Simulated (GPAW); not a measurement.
The system is TiPd3.

```
Pd Ti
1.0
     3.82000    0.00000    0.00000
     0.00000    3.82000    0.00000
     0.00000    0.00000    3.82000
Pd Ti
3 1
Direct
  0.50000 0.50000 0.00000
  0.50000 0.00000 0.50000
  0.00000 0.50000 0.50000
  0.00000 0.00000 0.00000
```

- Program: GPAW 26.7.0
- Task: single point
- Functional: PBEsol
- Potentials or basis: PAW data sets generated in the run's folder for this functional
- Cutoff: 600 eV
- Basis: pw
- k mesh: 7 × 7 × 7
- Occupations: fermi-dirac, width 0.05 eV
- Spin: no spin polarisation

On this cell: pressure 8.8 GPa; largest force zero by symmetry; band gap on the k mesh none (metal or under the smearing width).

The same run follows on a disturbed copy (atoms moved at random, drawn with an rms of 0.05 Å):

```
Pd Ti
1.0
     3.82000    0.00000    0.00000
     0.00000    3.82000    0.00000
     0.00000    0.00000    3.82000
Pd Ti
3 1
Direct
  0.50305 0.48460 0.99315
  0.50305 0.00477 0.50674
  0.99757 0.49791 0.50841
  0.99439 0.99652 0.01584
```

**Question.** What changes?

**Answer.** The energy (extrapolated to zero smearing) moves by +14.5 meV/atom; pressure 9.5 GPa; largest force 1.093 eV/Å; band gap on the k mesh none (metal or under the smearing width).

Forces in eV/Å, atoms in the order of the input:
```
Pd  -0.228  0.668  0.835
Pd  -0.225 -0.754 -0.300
Pd   0.293  0.166 -0.349
Ti   0.159 -0.080 -0.186
```

Stress tensor (GPa, compression positive):
```
 9.22  0.02 -0.23
 0.02  9.44  0.49
-0.23  0.49  9.70
```
